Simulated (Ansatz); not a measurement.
# ClFH4O2Si2: one species, many methods

The task here is to estimate one member of a computed series from the others.

Program: Ansatz 0.2.0, Gaussian basis. Level of theory: functionals in def2-TZVPP, the program's frozen cores in correlated methods. These are calculated values, not measurements.

The runs, in order: PBE-D4, r2SCAN-D4, PBE0-D4, B3LYP-D4, ωB97X-V, ωB97M-V, B2PLYP; CCSD(T)/def2-TZVPP; MP2/def2-QZVPP; extrapolation to the limit.

## The geometry

An earlier PBE0-D4 in a triple-zeta def2 set relaxation fixed the geometry.

SMILES `O[SiH](F)O[SiH2]Cl`, 10 atoms, charge 0, spin multiplicity 1.

Atoms are counted from 1 here; the program's logs count them from 0.

Bond lengths: O1–Si2 1.618 Å, O1–H7 0.958 Å, Si2–F3 1.591 Å, Si2–O4 1.624 Å, Si2–H8 1.465 Å, O4–Si5 1.625 Å, Si5–Cl6 2.049 Å, Si5–H9 1.476 Å, Si5–H10 1.477 Å. Angles: Si2–O1–H7 120.2°, O1–Si2–F3 110.7°, O1–Si2–O4 110.6°, O1–Si2–H8 107.7°, F3–Si2–O4 106.8°, F3–Si2–H8 109.0°, O4–Si2–H8 112.2°, Si2–O4–Si5 147.9°, O4–Si5–Cl6 110.0°, O4–Si5–H9 108.4°, O4–Si5–H10 110.1°, Cl6–Si5–H9 108.1°, Cl6–Si5–H10 107.7°, H9–Si5–H10 112.4°.

The first run:

File in.yaml:

```yaml
crystal:
  periodic: [false, false, false]
  atoms:
    - {symbol: O, position_ang: [-1.850786, 1.714331, 0.587952]}
    - {symbol: Si, position_ang: [-0.322483, 1.185958, 0.526562]}
    - {symbol: F, position_ang: [0.533522, 2.061548, -0.488626]}
    - {symbol: O, position_ang: [-0.269709, -0.344953, -0.013481]}
    - {symbol: Si, position_ang: [0.635757, -1.592869, -0.527679]}
    - {symbol: Cl, position_ang: [2.405590, -1.647713, 0.503063]}
    - {symbol: H, position_ang: [-2.416123, 1.643139, -0.182307]}
    - {symbol: H, position_ang: [0.248945, 1.318670, 1.869152]}
    - {symbol: H, position_ang: [-0.095315, -2.844669, -0.250469]}
    - {symbol: H, position_ang: [0.955801, -1.432843, -1.960969]}
basis:
  gaussian: {orbitals: def2-TZVPP}
hamiltonian: {xc: pbe, dispersion: d4}
output: {forces: true, orbitals: {seedname: orbitals}}
```

Among the steps run: PBE-D4 (GGA); r2SCAN-D4 (meta-GGA); PBE0-D4 (hybrid); B3LYP-D4 (hybrid); ωB97X-V (range-separated); ωB97M-V (range-separated); B2PLYP (double hybrid); CCSD(T) in def2-TZVPP; MP2 in def2-QZVPP.

One table of the session follows, with a row left open; its other results are not shown here.

It belongs to the step «Atomisation energies». 

```
            method  atomisation energy (eV)
            PBE-D4                   40.124
         r2SCAN-D4                   40.160
           PBE0-D4                   39.445
          B3LYP-D4                        ?
           ωB97X-V                   40.261
           ωB97M-V                   40.245
            B2PLYP                   39.588
     HF/def2-TZVPP                   29.694
    MP2/def2-TZVPP                   40.312
   CCSD/def2-TZVPP                   38.522
CCSD(T)/def2-TZVPP                   39.088
           MP2/CBS                   41.634
       CCSD(T)/CBS                   40.410
```

Q: Estimate the row for B3LYP-D4 from the others.

**Answer.** atomisation energy (eV): 39.750. In the column «atomisation energy (eV)» it lies between B2PLYP (39.588) and PBE-D4 (40.124).
